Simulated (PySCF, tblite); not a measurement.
# C₄H₁₃GeN: geometry, infrared bands and NMR shifts

Aim: predict the infrared bands and NMR shifts of C₄H₁₃GeN (`C[C@@H]([GeH3])CCN`).

Computed with tblite 0.8.0 and PySCF 2.14.0, with density-fitted response routines of our own, on a single molecule in the gas phase. Atoms count from 0, in the outputs and in this text.

## Step 1: The starting structure

19 atoms, charge 0, multiplicity 1; geometry from: force field or distance geometry start.

Bonds of the start (Å): C0–C1 1.51, C1–Ge2 1.95, C1–C3 1.51, C3–C4 1.52, C4–N5 1.46, C0–H6 1.12, C0–H7 1.11, C0–H8 1.10, C1–H9 1.10, Ge2–H10 1.56, Ge2–H11 1.53, Ge2–H12 1.54, C3–H13 1.10, C3–H14 1.11, C4–H15 1.10, C4–H16 1.12, N5–H17 1.07, N5–H18 1.04.

## Step 2: Geometry optimisation with GFN2-xTB

The job: settings as JSON, then the geometry in Å.

```
{"job": {"kind": "relax", "xc": "GFN2-xTB", "basis": "xTB"}, "charge": 0, "multiplicity": 1}
C     -1.501600    -0.560400    -1.398100
C     -0.807400     0.327500    -0.392200
Ge    -1.595200    -0.105100     1.339600
C      0.660600    -0.031300    -0.449700
C      1.494100     0.766400     0.534000
N      2.868100     0.305300     0.348300
H     -2.249400     0.051700    -1.960300
H     -2.014000    -1.395000    -0.871500
H     -0.738600    -1.002800    -2.049900
H     -0.976200     1.397100    -0.595500
H     -3.127600    -0.296000     1.091500
H     -1.444900     1.022600     2.368300
H     -0.996100    -1.428700     1.859700
H      1.038000     0.124400    -1.472000
H      0.749800    -1.121000    -0.260500
H      1.218900     0.591800     1.588500
H      1.498100     1.849100     0.250100
H      2.843300    -0.695600     0.726200
H      3.070100     0.209200    -0.664000
```

Command:

```bash
$ OMP_NUM_THREADS=1 python probes_run.py task.json out
```

This one command runs all jobs of the session in turn.

**Question.** This job is followed by: GFN2-xTB harmonic vibrations, gas phase; GIAO PBE0/pcSseg-1 NMR shielding, non-relativistic, gas phase. What will the session give for the following? strongest single infrared mode (GFN2-xTB); zero-point energy (GFN2-xTB); 13C shifts against TMS (PBE0/pcSseg-1); 1H shifts against TMS (PBE0/pcSseg-1, means over atoms taken as alike); 73Ge shifts against GeMe4 (PBE0/pcSseg-1); 15N shifts against NH3 (PBE0/pcSseg-1); surface potential, 1st and 99th percentile.

**Answer**, as computed:

| quantity | value |
| --- | --- |
| strongest single infrared mode (GFN2-xTB) | 2057 cm⁻¹, 490 km/mol |
| zero-point energy (GFN2-xTB) | 99.7 kcal/mol |
| 13C shifts against TMS (PBE0/pcSseg-1) | 51.8, 50.6, 23.7, 22.2 ppm |
| 1H shifts against TMS (PBE0/pcSseg-1, means over atoms taken as alike) | 3.42, 2.77, 2.68, 1.54, 1.28, 1.27, 1.19, 0.55 ppm |
| 73Ge shifts against GeMe4 (PBE0/pcSseg-1) | -217 ppm |
| 15N shifts against NH3 (PBE0/pcSseg-1) | 43.6 ppm |
| surface potential, 1st and 99th percentile | -1.81 V and 1.24 V |

In words: The optimisation took 72 steps and gained 0.610 eV; among the close pairs (by a distance rule), Ge2–H10 changed most, from 1.564 to 1.498 Å. No mode is imaginary among the 51: a minimum at this level. The strongest single mode, at 2057 cm⁻¹, moves mainly H10 and H12. GFN2-xTB is a fitted tight-binding method: band positions and strengths are rough. Its intensities can rank the bands wrongly. At PBE0/pcSseg-1: The widest tensor belongs to Ge2: span 253 ppm, with a paramagnetic part of -1209 ppm. Spin-orbit coupling is left out, which matters for shieldings and couplings at and beside the heavy atoms.
